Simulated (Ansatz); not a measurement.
**RuNH3+ (sextet): geometry optimisation**

Aim: relax a generated start of RuNH3+ (sextet) and see which bonds hold.

Computed with Ansatz 0.2.0, Gaussian basis. Level: UKS PBE0/def2-TZVP.

## (1) The system as given

5 atoms, charge 1, spin multiplicity 6.

Atoms are counted from 1 here; the program's logs count them from 0.

Bond lengths: Ru1–N2 2.446 Å, N2–H3 1.020 Å, N2–H4 1.020 Å, N2–H5 1.020 Å. Angles: Ru1–N2–H3 111.6°, Ru1–N2–H4 111.6°, Ru1–N2–H5 111.6°, H3–N2–H4 107.3°, H3–N2–H5 107.3°, H4–N2–H5 107.3°.

As a file:

```
Ru   -0.3623    0.0027    0.0018
N     2.0835   -0.0158   -0.0106
H     2.4515   -0.9672   -0.0074
H     2.4665    0.4600    0.8064
H     2.4581    0.4513   -0.8365
```

The start was built by rule and, where that kept it together, relaxed with GFN2-xTB. Sticks and bond lists go by distance. No spin-orbit coupling is included. Elements past krypton take def2 core potentials.

## (2) The run

File in.yaml:

```yaml
crystal:
  periodic: [false, false, false]
  atoms:
    - {symbol: Ru, position_ang: [-0.362298, 0.002746, 0.001843]}
    - {symbol: N, position_ang: [2.083488, -0.015789, -0.010596]}
    - {symbol: H, position_ang: [2.451529, -0.967180, -0.007414]}
    - {symbol: H, position_ang: [2.466484, 0.460017, 0.806430]}
    - {symbol: H, position_ang: [2.458062, 0.451264, -0.836528]}
basis:
  gaussian: {orbitals: def2-TZVP}
total_charge: 1
magnetization: {spin_polarized: true, initial_magnetization: 5}
hamiltonian: {xc: pbe0}
relax: {f_tol: 0.004, max_steps: 80}
```

Started as:

```console
$ ansatz run in.yaml --threads 1 --pin off --events-out ev --progress --plain --max-ram 2176MiB
```

What does the calculation give? Wanted: energy gained; shift from the start; total energy; ⟨S²⟩.

The runs gave:

```
                  quantity          value
                     steps              6
             energy gained       0.032 eV
shift from the start (rms)        0.045 Å
              total energy  -4110.7065 eV
                      ⟨S²⟩          8.751
```

In words: The bonds of the start are those of the end. Ru1–N2 went from 2.446 to 2.327 Å. No vibrations were run, so this is a stationary point, not a proven minimum, and this spin need not be the ground state's.
